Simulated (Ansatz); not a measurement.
Relaxation of a periodic cell of 17 atoms, Na$_{8}$Cl$_{9}$ (host NaCl, host structure Fm-3m, interstitial Cl), to a largest force component of 0.08 eV/Å in at most 25 steps.

All numbers below come from Ansatz, DFT PBE, scalar-relativistic, plane waves, PAW. Settings: accuracy low, cutoff 420 eV, k mesh 2x2x2, fermi-dirac smearing 0.02 eV, spin collinear.

```xyz
17
Lattice="0.0000 5.6850 5.6850 5.6850 0.0000 5.6850 5.6850 5.6850 0.0000" Properties=species:S:1:pos:R:3
Na 0.000 0.000 0.000
Cl 2.842 2.842 2.842
Na 2.842 2.842 0.000
Cl 5.685 5.685 2.842
Na 2.842 0.000 2.842
Cl 5.685 2.842 5.685
Na 5.685 2.842 2.842
Cl 8.527 5.685 5.685
Na 0.000 2.842 2.842
Cl 2.842 5.685 5.685
Na 2.842 5.685 2.842
Cl 5.685 8.527 5.685
Na 2.842 2.842 5.685
Cl 5.685 5.685 8.527
Na 5.685 5.685 5.685
Cl 8.527 8.527 8.527
Cl 4.229 4.245 1.350
```

Where does it end, and by what steps?

It converged. The threshold is loose, so the end isn't yet a minimum. Limits of this set-up: coarse k mesh, low accuracy level. After 8 steps the energy has fallen by 3.439 eV; Cl17 moved furthest, 1.21 Å. Parted: Na1–Cl8, Na3–Cl8.

| step | energy less start (eV) | largest force component (eV/Å) | accepted |
| --- | --- | --- | --- |
| 0 | 0.0000 | 2.160 | yes |
| 1 | -1.8642 | 1.016 | yes |
| 2 | -2.5767 | 0.399 | yes |
| 3 | -2.7173 | 0.824 | yes |
| 4 | -2.9569 | 0.749 | yes |
| 5 | -3.1710 | 0.577 | yes |
| 6 | -3.3248 | 0.379 | yes |
| 7 | -3.4071 | 0.151 | yes |
| 8 | -3.4386 | 0.036 | yes |

```xyz
17
Lattice="0.0000 5.6850 5.6850 5.6850 0.0000 5.6850 5.6850 5.6850 0.0000" Properties=species:S:1:pos:R:3
Na 0.319 0.312 0.039
Cl 2.799 2.790 2.930
Na 2.528 2.521 0.022
Cl 5.733 5.726 2.931
Na 2.886 -0.045 3.106
Cl 5.633 2.891 5.757
Na 5.614 2.908 2.748
Cl 8.073 6.136 5.784
Na -0.037 2.879 3.094
Cl 2.894 5.631 5.752
Na 2.914 5.607 2.737
Cl 6.112 8.096 5.783
Na 2.989 2.995 5.756
Cl 5.714 5.711 8.619
Na 5.528 5.534 5.763
Cl 8.501 8.497 8.612
Cl 4.248 4.276 0.138
```

Time of the run: 9.7 min on 2 threads of AMD EPYC 7571, on a shared host, peak memory 1.6 GiB.
